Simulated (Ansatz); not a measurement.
TaAl₃, space group I4/mmm: an equation of state with a fit, run with Ansatz's Python interface.

Script `taal3.py`:
```python
"""Energy against volume for TaAl3, with a fit."""

import warnings

import ansatz as az
import numpy as np
from pymatgen.analysis.eos import EOS

vectors0 = np.array([
    [-1.9206, 1.9206, 4.2701],
    [1.9206, -1.9206, 4.2701],
    [1.9206, 1.9206, -4.2701],
])
sites = [
    ("Ta", [0.5, 0.5, 0.0]),
    ("Al", [0.0, 0.0, 0.0]),
    ("Al", [0.75, 0.25, 0.5]),
    ("Al", [0.25, 0.75, 0.5]),
]


def make_crystal(cell):
    crystal = az.Crystal(lattice=az.Lattice.of(cell))
    for symbol, position in sites:
        crystal = crystal.atom(symbol, position)
    return crystal


def main() -> None:
    warnings.simplefilter("ignore", az.DeckWarning)

    # uniform scaling of the cell
    volumes, energies = [], []
    for scale in np.linspace(0.9, 1.1, 9):
        cell = vectors0 * scale ** (1 / 3)
        calculation = (
            make_crystal(cell).calculation()
            .functional("pbesol")
            .pseudopotentials("paw")
            .occupations("cold")
            .basis(500)
            .kpoints(8, 8, 8)
        )
        rep = calculation.run(threads=1, pin="off").report
        volumes.append(abs(np.linalg.det(cell)) / len(sites))
        energies.append(rep["free_energy_ev"] / len(sites))
        print(f"V = {volumes[-1]:8.4f} A^3/atom  F = {energies[-1]:.5f} eV/atom")

    for form in ["birch_murnaghan", "murnaghan", "pourier_tarantola"]:
        fit = EOS(eos_name=form).fit(volumes, energies)
        print(f"{form:18s} V0 {fit.v0:8.4f} A^3/atom  B0 {fit.b0_GPa:7.1f} GPa  B1 {fit.b1:5.2f}")


if __name__ == "__main__":
    main()
```

Its results, one of them left out:

| V (Å³/atom) | F less the lowest row shown (meV/atom) |
| --- | --- |
| 14.176 | ? |
| 14.570 | 30.98 |
| 14.964 | 10.52 |
| 15.357 | 0.62 |
| 15.751 | 0.00 |
| 16.145 | 7.55 |
| 16.539 | 22.28 |
| 16.932 | 43.30 |
| 17.326 | 69.83 |

What is the missing energy at 14.176 Å³ an atom?

A third-order Birch-Murnaghan fit, E = E0 + (9 V0 B0 / 16) [(t - 1)³ B' + (t - 1)² (6 - 4t)] with t = (V0/V)^(2/3), through the 8 rows shown gives V0 = 15.580 Å³, B0 = 138.7 GPa, B' = 4.14 and E0 = -0.79 meV. At V = 14.176 Å³, t = 1.06497, and the fit extrapolates to 63.54 meV. The run gave 63.40 meV, a miss of 0.13 meV.

Reading the output:
- Shape and fractional positions are held along the curve, so the bulk modulus is an upper value where they are free to relax.
- The mesh is modest for a metal, so energies can be off by several to tens of meV an atom and pressures by half a GPa or more; differences at equal mesh fare better.
- Spin-orbit coupling, which matters for elements this heavy, is left out.
- The starting cell is as deposited in a crystallographic database; the results hold for this polymorph, which needn't be the stable one.
- Finished in 33 s on 1 thread of Arm Neoverse V1, on a shared host, peak memory 0.52 GiB.
